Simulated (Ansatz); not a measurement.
# BrClH4Si (built from SMILES Cl.[SiH3]Br): search for a transition state

Wanted: the transition state of a four-centre ligand exchange (form Si1–Cl7, Br2–H6 and break Si1–Br2, H6–Cl7). The guess is relaxed with those distances held, a saddle search follows, and vibrations and two downhill relaxations check it.

Method: PBE0-D4, def2-SVP first, then def2-TZVP; program: Ansatz 0.2.0, Gaussian basis.

152 further runs of the same task are left out: 152 set aside as unsound or not needed.

## 1. Starting geometry

The guess: 7 atoms, charge 0, spin multiplicity 1.

Atoms are counted from 1 here; the program's logs count them from 0.

Bond lengths: Si1–H3 1.450 Å, Si1–H4 1.449 Å, Si1–H5 1.484 Å, Si1–Cl7 2.376 Å, H6–Cl7 1.361 Å. Angles: H3–Si1–H4 137.7°, H3–Si1–H5 102.6°, H3–Si1–Cl7 107.3°, H4–Si1–H5 102.6°, H4–Si1–Cl7 107.5°, H5–Si1–Cl7 86.8°, Si1–Cl7–H6 82.8°.

Coordinates:

```
Si   -0.7497   -0.1391   -0.0262
Br    1.4887   -1.5041    0.4908
H    -0.7444   -0.9594   -1.2213
H    -0.9575   -0.3183    1.3969
H    -1.7301    0.9217   -0.3654
H     1.7593    0.4834    0.0233
Cl    0.9336    1.5159   -0.2980
```

Distances that are to change: Si1–Cl7 2.38 Å, Br2–H6 2.06 Å, Si1–Br2 2.67 Å, H6–Cl7 1.36 Å.

## 2. Constrained relaxation of the guess

hold/in.yaml

```yaml
crystal:
  periodic: [false, false, false]
  atoms:
    - {symbol: Si, position_ang: [-0.749700, -0.139100, -0.026200]}
    - {symbol: Br, position_ang: [1.488700, -1.504100, 0.490800]}
    - {symbol: H, position_ang: [-0.744400, -0.959400, -1.221300]}
    - {symbol: H, position_ang: [-0.957500, -0.318300, 1.396900]}
    - {symbol: H, position_ang: [-1.730100, 0.921700, -0.365400]}
    - {symbol: H, position_ang: [1.759300, 0.483400, 0.023300]}
    - {symbol: Cl, position_ang: [0.933600, 1.515900, -0.298000]}
basis:
  gaussian: {orbitals: def2-SVP}
hamiltonian: {xc: pbe0, dispersion: d4}
relax: {f_tol: 0.04, max_steps: 150, escape_saddle: false, constraints: [{distance: [0, 6]}, {distance: [1, 5]}, {distance: [0, 1]}, {distance: [5, 6]}]}
```

On the command line:

```console
$ ansatz run in.yaml --threads 4 --pin off --events-out ev --progress --plain --max-ram 9574MiB
```

Standard output (excerpt; [...] marks lines left out):

```text
Functional definition: PBE0
  name "PBE0"
  cite "Adamo & Barone, J. Chem. Phys. 110, 6158 (1999) doi:10.1063/1.478522"
  cite "Perdew, Burke & Ernzerhof, Phys. Rev. Lett. 77, 3865 (1996) doi:10.1103/PhysRevLett.77.3865"
  parent pbe
[...]
895 factors; integrals over basis functions are off by at most 5.8e-4 eV
[...]
mean field -90480.56544512 eV, -3325.0994501780 hartree, gradient 6.3e-5 eV, S^2 0.000000; 0 other end points of the search recorded, 0 dependent functions left out
[...]
reference -90480.56546808 eV, -3325.0994510220 hartree; 35, 35 occupied and 53, 53 virtual orbitals, 895 factors
relax step   1: F+E_penalty+E_count = -90480.70995815 eV  Δ(F+E_penalty+E_count) = +0.000e0 eV  max|allowed force component| = 6.298e-1 eV/Å  Δτ_max = 0.0000 Å  (24 SCF iters, accepted)
[...]
relax step   4: F+E_penalty+E_count = -90480.84291430 eV  Δ(F+E_penalty+E_count) = -1.147e-2 eV  max|allowed force component| = 8.245e-2 eV/Å  Δτ_max = 0.0571 Å  (24 SCF iters, accepted)
[...]
relax step   5: F+E_penalty+E_count = -90480.84385220 eV  Δ(F+E_penalty+E_count) = -9.379e-4 eV  max|allowed force component| = 9.096e-3 eV/Å  Δτ_max = 0.0102 Å  (23 SCF iters, accepted)
  distance Si 0 - Cl 6 held at 2.376215 Å   reaction = -4.0163e-1 eV/Å
  distance Br 1 - H 5 held at 2.059596 Å   reaction = +4.6807e-1 eV/Å
  distance Si 0 - Br 1 held at 2.672255 Å   reaction = +1.4376e-1 eV/Å
  distance H 5 - Cl 6 held at 1.360540 Å   reaction = -3.9595e-1 eV/Å
895 factors; integrals over basis functions are off by at most 5.3e-4 eV
mean field -90480.70021350 eV, -3325.1044028249 hartree, gradient 1.4e-5 eV, S^2 0.000000; 1 other end points of the search recorded, 0 dependent functions left out
[...]
reference -90480.70023658 eV, -3325.1044036729 hartree; 35, 35 occupied and 53, 53 virtual orbitals, 895 factors
Total energy: -90480.84387527 eV, -3325.1096822976 hartree
Atom 0 at    -0.713657    -0.118922    -0.028447 Å, force    -0.162892    -0.355463     0.074110 eV/Å
Atom 1 at     1.550578    -1.443785     0.480400 Å, force    -0.060374     0.524473    -0.133841 eV/Å
Atom 2 at    -0.898335    -1.085510    -1.139708 Å, force    -0.002470     0.007499     0.006029 eV/Å
Atom 3 at    -1.101028    -0.472139     1.360260 Å, force    -0.001171     0.003832    -0.009096 eV/Å
Atom 4 at    -1.615200     1.028661    -0.383015 Å, force     0.004670    -0.008696     0.002531 eV/Å
Atom 5 at     1.819904     0.544015     0.013441 Å, force     0.192600    -0.742701     0.198165 eV/Å
Atom 6 at     0.957638     1.547778    -0.302831 Å, force     0.029637     0.571057    -0.137897 eV/Å
Dipole moment:    -0.232278     0.497021    -0.140988 e Å
```

Wall time 7.5 s (4 threads of Arm Neoverse V1, shared host).

Relaxation path:

```
step  energy from step 1 (eV)  largest force component (eV/Å)
   1                   0.0000                          0.6298
   2                  -0.1027                          0.2823
   3                  -0.1215                          0.2840
   4                  -0.1330                          0.0824
   5                  -0.1339                          0.0091
```

Distances of close pairs at the start and the end, largest changes first:

```csv
bond,before (Å),after (Å),change (Å)
Si1–H4,1.449,1.484,+0.035
Si1–H3,1.450,1.484,+0.035
Si1–H5,1.484,1.502,+0.018
Si1–Cl7,2.376,2.376,+0.000
H6–Cl7,1.361,1.361,+0.000
```

## 3. A starting Hessian

hessian/in.yaml

```yaml
crystal:
  periodic: [false, false, false]
  atoms:
    - {symbol: Si, position_ang: [-0.713657, -0.118922, -0.028447]}
    - {symbol: Br, position_ang: [1.550578, -1.443785, 0.480400]}
    - {symbol: H, position_ang: [-0.898335, -1.085510, -1.139708]}
    - {symbol: H, position_ang: [-1.101028, -0.472139, 1.360260]}
    - {symbol: H, position_ang: [-1.615200, 1.028661, -0.383015]}
    - {symbol: H, position_ang: [1.819904, 0.544015, 0.013441]}
    - {symbol: Cl, position_ang: [0.957638, 1.547778, -0.302831]}
basis:
  gaussian: {orbitals: def2-SVP}
hamiltonian: {xc: pbe0, dispersion: d4}
phonons: {}
scf: {lower_state_search: off}
```

On the command line:

```console
$ ansatz run in.yaml --threads 4 --pin off --events-out ev --progress --plain --max-ram 9574MiB
```

Standard output (excerpt; [...] marks lines left out):

```text
[... 5 set-up lines as earlier in the session ...]
[...]
899 factors; integrals over basis functions are off by at most 4.8e-4 eV
[...]
mean field -90480.70021564 eV, -3325.1044029032 hartree, gradient 3.4e-6 eV, S^2 0.000000; 0 other end points of the search recorded, 0 dependent functions left out
[...]
reference -90480.70023873 eV, -3325.1044037519 hartree; 35, 35 occupied and 53, 53 virtual orbitals, 899 factors
[... from here to the last solve, the lines of the solves are left out (41 solves) ...]
899 factors; integrals over basis functions are off by at most 4.8e-4 eV
[...]
mean field -90480.70056258 eV, -3325.1044156531 hartree, gradient 2.5e-6 eV, S^2 0.000000; 0 other end points of the search recorded, 0 dependent functions left out
[...]
WARN: phonons: modes at or below zero, which the zero-point energy, F, S and C_V leave out: 1, the lowest at -405.33 cm⁻¹. A minimum has none, and a first-order saddle one
[...]
Total energy: -90480.84387742 eV, -3325.1096823764 hartree
Atom 0 at    -0.713657    -0.118922    -0.028447 Å, force    -0.162887    -0.355461     0.074110 eV/Å
Atom 1 at     1.550578    -1.443785     0.480400 Å, force    -0.060373     0.524474    -0.133840 eV/Å
Atom 2 at    -0.898335    -1.085510    -1.139708 Å, force    -0.002471     0.007499     0.006028 eV/Å
Atom 3 at    -1.101028    -0.472139     1.360260 Å, force    -0.001171     0.003830    -0.009094 eV/Å
Atom 4 at    -1.615200     1.028661    -0.383015 Å, force     0.004675    -0.008691     0.002529 eV/Å
Atom 5 at     1.819904     0.544015     0.013441 Å, force     0.192600    -0.742697     0.198163 eV/Å
Atom 6 at     0.957638     1.547778    -0.302831 Å, force     0.029627     0.571046    -0.137895 eV/Å
Dipole moment:    -0.232277     0.497020    -0.140988 e Å
Vibrations: -405.33 110.48 193.14 274.02 409.28 456.98 607.04 720.96 861.30 1003.19 1037.60 2063.39 2180.48 2254.72 2297.52 cm⁻¹, zero-point energy 0.897033 eV
Checks for a lower state left out: stability, starts, cluster_reference, orbital_swaps, neighbouring_geometries, increment
```

Wall time 31 s (4 threads of Arm Neoverse V1, shared host).

The structure is not stationary yet, so these wavenumbers are no spectrum; the search needs only the force constants.

## 4. Saddle search in the small basis

A small driver takes partitioned rational-function steps: uphill along one mode, downhill along the rest. It calls the program once a step for energy and forces and updates the Hessian by Bofill's formula. It stops when the largest force is under 0.04 eV/Å and the followed curvature is negative. The first step's input:

presaddle/in.yaml

```yaml
crystal:
  periodic: [false, false, false]
  atoms:
    - {symbol: Si, position_ang: [-0.713657, -0.118922, -0.028447]}
    - {symbol: Br, position_ang: [1.550578, -1.443785, 0.480400]}
    - {symbol: H, position_ang: [-0.898335, -1.085510, -1.139708]}
    - {symbol: H, position_ang: [-1.101028, -0.472139, 1.360260]}
    - {symbol: H, position_ang: [-1.615200, 1.028661, -0.383015]}
    - {symbol: H, position_ang: [1.819904, 0.544015, 0.013441]}
    - {symbol: Cl, position_ang: [0.957638, 1.547778, -0.302831]}
basis:
  gaussian: {orbitals: def2-SVP}
hamiltonian: {xc: pbe0, dispersion: d4}
output: {forces: true}
scf: {lower_state_search: off}
```

On the command line:

```console
$ ansatz run in.yaml --threads 4 --pin off --events-out ev --progress --plain --max-ram 9574MiB
```

The driver's record:

| step | energy (eV) | largest force (eV/Å) | followed curvature (eV/Å²) |
| --- | --- | --- | --- |
| 1 | -90480.84386 | 0.7427 | -3.19 |
| 2 | -90480.95417 | 0.2256 | -3.39 |
| 3 | -90480.95315 | 0.0696 | -4.16 |
| 4 | -90480.95371 | 0.0312 | -3.40 |

The 4 steps took 3.2 s in all (4 threads of Arm Neoverse V1, shared host).

## 5. Saddle search in triple zeta

A small driver takes partitioned rational-function steps: uphill along one mode, downhill along the rest. It calls the program once a step for energy and forces and updates the Hessian by Bofill's formula. It stops when the largest force is under 0.01 eV/Å and the followed curvature is negative. The first step's input:

saddle/in.yaml

```yaml
crystal:
  periodic: [false, false, false]
  atoms:
    - {symbol: Si, position_ang: [-0.721870, -0.141095, -0.023168]}
    - {symbol: Br, position_ang: [1.549401, -1.316220, 0.451547]}
    - {symbol: H, position_ang: [-0.931507, -1.124924, -1.115599]}
    - {symbol: H, position_ang: [-1.133803, -0.523606, 1.351516]}
    - {symbol: H, position_ang: [-1.578654, 1.031118, -0.378275]}
    - {symbol: H, position_ang: [1.772735, 0.445168, 0.033082]}
    - {symbol: Cl, position_ang: [1.043597, 1.629660, -0.319003]}
basis:
  gaussian: {orbitals: def2-TZVP}
hamiltonian: {xc: pbe0, dispersion: d4}
output: {forces: true}
scf: {lower_state_search: off}
```

On the command line:

```console
$ ansatz run in.yaml --threads 4 --pin off --events-out ev --progress --plain --max-ram 9574MiB
```

The driver's record:

```
step   energy (eV)  largest force (eV/Å)  followed curvature (eV/Å²)
   1  -90496.63230                0.1440                       -3.40
   2  -90496.63852                0.0549                       -3.39
   3  -90496.64018                0.1246                       -3.39
   4  -90496.64671                0.0876                       -3.39
   5  -90496.65450                0.2697                       -3.40
   6  -90496.65599                0.1583                       -3.91
   7  -90496.64436                0.2947                       -3.92
   8  -90496.65755                0.0929                       -3.93
   9  -90496.65802                0.0503                       -3.96
  10  -90496.65858                0.0220                       -3.98
  11  -90496.65857                0.0244                       -3.99
  12  -90496.65869                0.0109                       -4.05
  13  -90496.65865                0.0191                       -4.09
  14  -90496.65870                0.0027                       -4.10
```

The 14 steps took 23 s in all (4 threads of Arm Neoverse V1, shared host).

Geometry at the end of the search:

```
Si   -0.7031   -0.1202   -0.0812
Br    1.6017   -1.3444    0.1143
H    -1.0593   -1.2983   -0.9052
H    -0.9895   -0.2619    1.3567
H    -1.5307    0.9622   -0.6713
H     1.7227    0.4042    0.1619
Cl    0.9580    1.6584    0.0249
```

Followed mode, largest move set to 1: H6 (-0.12, -0.99, -0.04); Cl7 (-0.66, -0.67, -0.18); Br2 (0.79, 0.08, 0.33); H3 (0.60, 0.47, -0.11).

(Part 1 of 2 ends here.)
